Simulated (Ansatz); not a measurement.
This script for an equation of state with a fit of ScIr2, space group Fd-3m with Ansatz 0.2.0 through its Python package holds a mistake.

`scir2.py`:
```python
"""Equation of state of ScIr2."""

import ansatz
import numpy as np
from scipy.optimize import curve_fit

ECUT = 510
SCF_TOL = 1e-09
MAX_SCF = 80
SIGMA = 0.1
MIXING_BETA = 1.5
KMESH = (6, 6, 6)

VECTORS = np.array([
    [0.0, 3.674, 3.674],
    [3.674, 0.0, 3.674],
    [3.674, 3.674, 0.0],
])
SITES = [
    ("Sc", (0.0, 0.0, 0.0)),
    ("Sc", (0.25, 0.25, 0.25)),
    ("Ir", (0.625, 0.625, 0.625)),
    ("Ir", (0.125, 0.625, 0.625)),
    ("Ir", (0.625, 0.625, 0.125)),
    ("Ir", (0.625, 0.125, 0.625)),
]


def build(cell):
    crystal = ansatz.Crystal(lattice=ansatz.Lattice.of(cell))
    for symbol, position in SITES:
        crystal = crystal.atom(symbol, position)
    return crystal

def vinet(v, e0, v0, b0, b1):
    eta = (v / v0) ** (1 / 3)
    return e0 + 2 * b0 * v0 / (b1 - 1) ** 2 * (2 - (5 + 3 * b1 * (eta - 1) - 3 * eta) * np.exp(-1.5 * (b1 - 1) * (eta - 1)))

# uniform scaling of the cell
volumes, energies, pressures = [], [], []
for scale in np.linspace(0.92, 1.08, 7):
    cell = VECTORS * scale ** (1 / 3)
    calc = (
        build(cell).calculation()
        .basis(ECUT)
        .scf(tolerance=SCF_TOL, max_iterations=MAX_SCF)
        .functional(ansatz.Functional.LDA)
        .occupations(ansatz.OccupationsMethod.GAUSSIAN, width=SIGMA)
        .mixing("anderson", beta=MIXING_BETA, ndim=1)
        .kpoints(*KMESH)
        .stress()
    )
    report = calc.run(threads=1).report
    volumes.append(abs(np.linalg.det(cell)) / len(SITES))
    energies.append(report["free_energy_ev"] / len(SITES))
    pressures.append(np.trace(report["stress_gpa"]) / 3)
    print(f"V = {volumes[-1]:8.4f} A^3/atom  F = {energies[-1]:.5f} eV/atom  P = {pressures[-1]:8.3f} GPa")

guess = (min(energies), volumes[int(np.argmin(energies))], 0.5, 4.5)
(e0, v0, b0, b1), _ = curve_fit(vinet, np.array(volumes), np.array(energies), p0=guess, maxfev=20000)
print(f"Vinet fit: V0 = {v0:.4f} A^3/atom, B0 = {160.21766 * b0:.1f} GPa, B1 = {b1:.2f}")
print("largest residual", round(1000 * float(np.abs(vinet(np.array(volumes), e0, v0, b0, b1) - energies).max()), 3), "meV/atom")
```

Output of `python scir2.py`:
```text
Traceback (most recent call last):
  File "scir2.py", line 53, in <module>
    report = calc.run(threads=1).report
             ~~~~~~~~^^^^^^^^^^^
  ...
ansatz.RefusalError: invalid value for `scf.mixing.beta`: must be finite and in (0, 1]; got 1.5
```
(Library frames cut from the traceback.)

Why does it end like this?

The fault: the mixing step is too large. The correction:

```diff
--- before
+++ after
@@ -10,3 +10,2 @@
 SIGMA = 0.1
-MIXING_BETA = 1.5
 KMESH = (6, 6, 6)
@@ -48,3 +47,2 @@
         .occupations(ansatz.OccupationsMethod.GAUSSIAN, width=SIGMA)
-        .mixing("anderson", beta=MIXING_BETA, ndim=1)
         .kpoints(*KMESH)
```

The mended script runs so:

`python scir2.py` gives:
```text
DeckWarning: output.stress: scf.convergence.dr2_threshold = 1e-9 eV is looser than the 6e-10 eV advised for a printed stress (1e-10 eV for each atom of the cell: 6). What an SCF threshold leaves in a [...]
V =  15.2084 A^3/atom  F = -8472.63648 eV/atom  P =   15.244 GPa
V =  15.6492 A^3/atom  F = -8472.66632 eV/atom  P =    6.665 GPa
V =  16.0901 A^3/atom  F = -8472.67428 eV/atom  P =   -0.692 GPa
V =  16.5309 A^3/atom  F = -8472.66348 eV/atom  P =   -6.996 GPa
V =  16.9717 A^3/atom  F = -8472.63662 eV/atom  P =  -12.393 GPa
V =  17.4125 A^3/atom  F = -8472.59600 eV/atom  P =  -17.007 GPa
V =  17.8534 A^3/atom  F = -8472.54365 eV/atom  P =  -20.942 GPa
Vinet fit: V0 = 16.0457 A^3/atom, B0 = 251.6 GPa, B1 = 4.60
largest residual 0.003 meV/atom
```
(Warnings from the package without file and line, shortened.)

Caveats:
- Absolute energies stand on the zero of these potentials, so only differences at equal settings mean something.
- Shape and fractional positions are held along the curve, so the bulk modulus is an upper value where they are free to relax.
- The mesh is modest for a metal, so energies can be off by several to tens of meV an atom and pressures by half a GPa or more; differences at equal mesh fare better.
- Pressure is positive in compression.
- Spin-orbit coupling, which matters for elements this heavy, is left out.
- At these settings the cell as given stands under about -7 GPa, so it isn't at this functional's equilibrium volume.
- The structure is a deposited one; some such entries were measured under pressure or heat, so a shift against it needn't be the functional's error alone.
- Timing: 40 s on 1 thread of Arm Neoverse V1, with other jobs on the host, peak memory 0.53 GiB.
